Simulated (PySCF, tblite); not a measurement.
# C6H10N2Si: geometry, infrared bands and NMR shifts

Wanted: the infrared bands and NMR shifts of C6H10N2Si (`C#CC[C@@H](CC#N)N[SiH3]`), by calculation.

Programs: tblite 0.8.0 and PySCF 2.14.0, with density-fitted response routines of our own. Each step states its level of theory. These are calculated values for one molecule in the gas phase, unless marked as measured. Atoms are numbered from 0 throughout.

### 1 The molecule as given

19 atoms, charge 0, multiplicity 1; geometry from: force field or distance geometry start.

Bonds of the start (Å): C0–C1 1.22, C1–C2 1.46, C2–C3 1.50, C3–C4 1.50, C4–C5 1.47, C5–N6 1.16, C3–N7 1.42, N7–Si8 1.79, C0–H9 1.06, C2–H10 1.12, C2–H11 1.11, C3–H12 1.14, C4–H13 1.10, C4–H14 1.12, N7–H15 1.06, Si8–H16 1.47, Si8–H17 1.49, Si8–H18 1.48.

### 2 Relaxing the molecule with GFN2-xTB

The job: settings as JSON, then the geometry in Å.

```
{"job": {"kind": "relax", "xc": "GFN2-xTB", "basis": "xTB"}, "charge": 0, "multiplicity": 1}
C      2.832300    -0.844900    -0.628200
C      1.884400    -0.404300    -0.007500
C      0.771400     0.137900     0.770300
C     -0.439400     0.348600    -0.098200
C     -0.040200     1.310400    -1.177500
C      0.366000     2.545100    -0.494000
N      0.683100     3.513300     0.061000
N     -1.083500    -0.825200    -0.562700
Si    -1.629900    -1.795700     0.841400
H      3.645900    -1.243300    -1.176700
H      1.034000     1.140300     1.195600
H      0.519600    -0.490200     1.649900
H     -1.191300     0.903400     0.552700
H     -0.840700     1.540600    -1.894600
H      0.879100     0.905600    -1.665000
H     -1.987100    -0.541200    -1.049600
H     -0.452700    -2.273700     1.573100
H     -2.508000    -0.974500     1.715900
H     -2.452800    -2.943000     0.386600
```

The run is started by

```
> OMP_NUM_THREADS=1 python probes_run.py task.json out
```

This one command runs all jobs of the session in turn.

**Question.** This job is followed by: GFN2-xTB harmonic vibrations, gas phase; GIAO PBE0/pcSseg-1 NMR shielding, non-relativistic, gas phase. Predict these results of the whole session: strongest single infrared mode (GFN2-xTB); zero-point energy (GFN2-xTB); 13C shifts against TMS (PBE0/pcSseg-1); 1H shifts against TMS (PBE0/pcSseg-1, means over atoms taken as alike); 15N shifts against NH3 (PBE0/pcSseg-1); 29Si shifts against TMS (PBE0/pcSseg-1).

As calculated:

| quantity | value |
| --- | --- |
| strongest single infrared mode (GFN2-xTB) | 2177 cm⁻¹, 371 km/mol |
| zero-point energy (GFN2-xTB) | 87.9 kcal/mol |
| 13C shifts against TMS (PBE0/pcSseg-1) | 122.9, 85.1, 79.4, 55.4, 26.4, 25.1 ppm |
| 1H shifts against TMS (PBE0/pcSseg-1, means over atoms taken as alike) | 4.66, 3.02, 3.00, 2.91, 2.66, 2.34, 1.51, 0.76 ppm |
| 15N shifts against NH3 (PBE0/pcSseg-1) | 301.0, 33.2 ppm |
| 29Si shifts against TMS (PBE0/pcSseg-1) | -57.7 ppm |

Relaxing lowered the energy by 0.880 eV in 168 steps; the close pair that moved most is N7–Si8, from 1.792 to 1.721 Å. All 51 modes are real, so the xTB geometry is a minimum. The strongest single mode, at 2177 cm⁻¹, moves mainly H16. GFN2-xTB is a fitted tight-binding method: band positions and strengths are rough. Its intensities can rank the bands wrongly. The most deshielded carbon is C5 (nitrile carbon), at 122.9 ppm: this is the usual window of a C≡N carbon, which has no attached hydrogen. At PBE0/pcSseg-1: The largest span, 500 ppm, is at N6, where the paramagnetic term is -373 ppm.
